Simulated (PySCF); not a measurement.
# C2H6GeO3Si: the cost of one run

Computed with PySCF 2.14.0, with density-fitted response routines of our own, on a single molecule in the gas phase. Atoms count from 0, in the outputs and in this text.

### Step 1. The starting structure

13 atoms, charge 0, multiplicity 1; geometry from: GFN2-xTB.

Bonds of the start (Å): O0–C1 1.22, C1–C2 1.46, C2–O3 1.20, C2–Ge4 2.03, Ge4–Si5 2.39, Si5–O6 1.60, C1–H7 1.11, Ge4–H8 1.52, Ge4–H9 1.52, Si5–H10 1.46, Si5–H11 1.46, O6–H12 0.97.

### Step 2. TDDFT and polarisability: PBE0/def2-SVPD

What the job is given:

```
{"job": {"kind": "uv", "xc": "PBE0", "basis": "def2-SVPD", "nstates": 8, "ntriplets": 3}, "charge": 0, "multiplicity": 1}
O     -0.757672    -1.859869     0.159939
C     -1.673586    -1.088569     0.396422
C     -1.474188     0.310861     0.750954
O     -1.842000     0.957615     1.694084
Ge    -0.231859     1.053561    -0.679170
Si     1.974261     0.274177    -0.184599
O      1.852547    -1.114336     0.602640
H     -2.714098    -1.344191     0.122963
H     -0.603833     2.522406    -0.675722
H     -0.845790     0.576263    -1.986805
H      2.658796     0.120269    -1.467426
H      2.613469     1.235135     0.706791
H      1.039564    -1.642836     0.542202
```

Method: TDDFT PBE0/def2-SVPD, vertical, gas phase, core orbitals frozen in the response.

The run is started by

```bash
OMP_NUM_THREADS=1 python probes_run.py task.json out
```

The driver reads the jobs from task.json and runs them one after another.

Q: Estimate the wall time and peak memory of this job on 1 thread of Arm Neoverse N1, shared host.

About 83 s, with a peak of 0.88 GiB.
